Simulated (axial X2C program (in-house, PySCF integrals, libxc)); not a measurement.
**A two-component session on TeCu: properties at the nuclei**

Aim: properties at the nuclei of TeCu, with spin–orbit coupling in the Hamiltonian from the start.

Program: an in-house X2C program for linear molecules on PySCF integrals. Level of theory: two-component X2C with atomic mean-field terms, Te dyall-cv3z, Cu dyall-cv3z. These are calculated values, not measurements.

### 1 The job

task.json

```json
{
 "zs": [
  52,
  29
 ],
 "q": 0,
 "bas": [
  "dyall-cv3z",
  "dyall-cv3z"
 ],
 "r0": 2.43,
 "levels": [
  "PBE0",
  "HF",
  "BHandHLYP",
  "B3LYP",
  "PBE50"
 ],
 "nst": 3
}
```

Keys: zs atomic numbers; q charge; bas basis sets; r0 starting distance in Å; levels methods (HF also brings MP2); nst determinants followed.

Launch:

```sh
> python soeom.py task.json out
```

Nuclei are Gaussian, cores are contracted, and the Gaunt term is on.

### 2 Expectation values, lowest determinant

R = 2.363 Å. State: Ω = 3/2 (excess of +ω over −ω: ω = 3/2).

Output of the PBE0 run:

```text
two-component X2C + atomic mean field  PBE0
basis functions 229  fitting functions 1215  grid points 5804
iter        total energy     max residual
   1      -8443.910961265     3.97e+00
   2      -8444.753334975     1.51e-01
   3      -8444.755012018     6.15e-02
   4      -8444.764551884     9.55e-02
   5      -8444.771710587     1.68e-02
   6      -8444.773606249     1.90e-02
   7      -8444.773940987     9.01e-03
   8      -8444.773978463     8.19e-04
   9      -8444.773984021     1.95e-03
  10      -8444.773987709     3.24e-04
  11      -8444.773987800     2.06e-05
  12      -8444.773987804     7.68e-06
converged
one-electron -12293.67267254  Coulomb 3760.78601597  exact exchange -60.26601572  xc functional -184.77404379  nuclear repulsion 337.70598141  atomic mean-field constant -4.55325314
```

The highest occupied spinor is 83% Te p, 7% Cu d, 7% Cu p.

```tsv
level	Eeff magnitude (GV/cm)	Ws magnitude Te (kHz)	A∥/gI Te (MHz)	qzz Te (a.u.)	A∥/gI Cu (MHz)	qzz Cu (a.u.)	μ (D)
PBE0	0.864	0.359	498	1.21	-13.8	0.36	3.29
HF	1.56	0.595	460	-1.39	-49.7	-0.43	5.16
BHandHLYP	0.899	0.358	526	0.49	-27.6	0.08	3.75
B3LYP	0.675	0.289	529	1.76	0.221	0.50	2.87
PBE50	1.04	0.41	500	0.15	-31.7	-0.01	4.07
```

Eeff is the effective electric field on the electron dipole moment in this Ω state and Ws the scalar–pseudoscalar constant (defined with the proton number Z and per Ω); A∥ is the parallel hyperfine constant, which follows by multiplying with the nuclear g factor gI = μI/(I μN); qzz is the electric field gradient, eQq0 = 234.96 MHz × Q/barn × qzz; μ is positive if Cu is the positive end. The operators were transformed with the bare-nucleus X2C matrices.

### 3 Expectation values, a higher determinant

R = 2.363 Å. State: Ω = 1/2 (excess of +ω over −ω: ω = 1/2), 0.43 eV above the lowest in the PBE0 search for states (made at or near this distance, with looser thresholds).

Output of the PBE0 run:

```text
two-component X2C + atomic mean field  PBE0
basis functions 229  fitting functions 1215  grid points 5804
iter        total energy     max residual
   1      -8443.897592804     3.99e+00
   2      -8444.738272641     1.52e-01
   3      -8444.739317722     6.04e-02
   4      -8444.749161900     9.85e-02
   5      -8444.756091631     1.86e-02
   6      -8444.758070249     1.98e-02
   7      -8444.758399670     9.67e-03
   8      -8444.758436754     7.32e-04
   9      -8444.758440822     1.89e-03
  10      -8444.758444253     3.16e-04
  11      -8444.758444337     2.52e-05
  12      -8444.758444348     2.18e-05
  13      -8444.758444353     3.18e-06
converged
one-electron -12293.35869365  Coulomb 3760.48103566  exact exchange -60.26451764  xc functional -184.76899701  nuclear repulsion 337.70598141  atomic mean-field constant -4.55325314
```

The highest occupied spinor is 84% Te p, 9% Cu p, 6% Cu d.

```tsv
level	Eeff magnitude (GV/cm)	Ws magnitude Te (kHz)	A∥/gI Te (MHz)	qzz Te (a.u.)	A∥/gI Cu (MHz)	qzz Cu (a.u.)	μ (D)
PBE0	2.35	2.96	3300	0.55	467	0.38	3.45
HF	2.84	3.8	2620	-1.50	488	-0.41	5.29
BHandHLYP	2.88	3.72	3150	-0.10	447	0.09	3.91
B3LYP	2.62	3.28	3280	1.14	458	0.53	3.05
PBE50	2.58	3.34	3180	-0.46	444	0.00	4.21
```

### 4 Expectation values, a higher determinant

R = 2.363 Å. State: Ω = 1/2 (excess of +ω over −ω: 2 × ω = -1/2, ω = 3/2), 1.97 eV above the lowest in the PBE0 search for states (made at or near this distance, with looser thresholds).

Output of the PBE0 run:

```text
two-component X2C + atomic mean field  PBE0
basis functions 229  fitting functions 1215  grid points 5804
iter        total energy     max residual
   1      -8443.783180982     5.26e+00
   2      -8444.659974123     4.03e-01
   3      -8444.683670771     2.34e-01
   4      -8444.698453041     4.97e-02
   5      -8444.699025962     1.74e-02
   6      -8444.699239391     5.68e-03
   7      -8444.699255430     2.23e-03
   8      -8444.699257113     5.84e-04
   9      -8444.699257710     6.83e-04
  10      -8444.699258102     3.71e-04
  11      -8444.699258300     1.25e-04
  12      -8444.699258321     1.44e-05
  13      -8444.699258327     1.61e-05
  14      -8444.699258328     6.67e-06
converged
one-electron -12289.89677978  Coulomb 3757.01342773  exact exchange -60.24584392  xc functional -184.72279063  nuclear repulsion 337.70598141  atomic mean-field constant -4.55325314
```

The highest occupied spinor is 52% Cu s, 30% Cu p, 12% Te p.

```tsv
level	Eeff magnitude (GV/cm)	Ws magnitude Te (kHz)	A∥/gI Te (MHz)	qzz Te (a.u.)	A∥/gI Cu (MHz)	qzz Cu (a.u.)	μ (D)
PBE0	7.11	6.94	-2070	-8.15	-2600	-0.36	-2.50
HF	5.63	6.02	-1710	-9.95	-1980	-1.01	-4.51
BHandHLYP	7.53	7.73	-1680	-8.66	-2580	-0.56	-3.02
B3LYP	7.91	7.86	-1900	-7.70	-2610	-0.24	-2.25
PBE50	6.7	6.72	-1990	-9.17	-2530	-0.63	-3.21
```

### 5 What came out

| quantity | value |
| --- | --- |
| lowest determinant | Ω = 3/2 (excess of +ω over −ω: ω = 3/2) |
| Eeff magnitude (GV/cm), PBE0 | 0.864 |
| Ws magnitude Te (kHz), PBE0 | 0.359 |
| A∥/gI Te (MHz), PBE0 | 498 |
| qzz Te (a.u.), PBE0 | 1.21 |
| higher determinant | Ω = 1/2 (excess of +ω over −ω: ω = 1/2) |
| Eeff magnitude (GV/cm), PBE0, higher determinant | 2.35 |
| Ws magnitude Te (kHz), PBE0, higher determinant | 2.96 |
| A∥/gI Te (MHz), PBE0, higher determinant | 3300 |
| qzz Te (a.u.), PBE0, higher determinant | 0.55 |
| higher determinant | Ω = 1/2 (excess of +ω over −ω: 2 × ω = -1/2, ω = 3/2) |
| Eeff magnitude (GV/cm), PBE0, higher determinant | 7.11 |
| Ws magnitude Te (kHz), PBE0, higher determinant | 6.94 |
| A∥/gI Te (MHz), PBE0, higher determinant | -2070 |
| qzz Te (a.u.), PBE0, higher determinant | -8.15 |

In words: In the first state, the effective field runs from 0.675 to 1.56 GV/cm over the mean-field levels, so the levels don't agree on it. The expectation values come from single determinants, which for open shells can mix terms of unlike spin or miss the lowest Ω, so a determinant need not be a state. Eeff is the effective electric field on the electron dipole moment in this Ω state and Ws the scalar–pseudoscalar constant (defined with the proton number Z and per Ω); A∥ is the parallel hyperfine constant, which follows by multiplying with the nuclear g factor gI = μI/(I μN); qzz is the electric field gradient, eQq0 = 234.96 MHz × Q/barn × qzz; μ is positive if Cu is the positive end. The operators were transformed with the bare-nucleus X2C matrices.
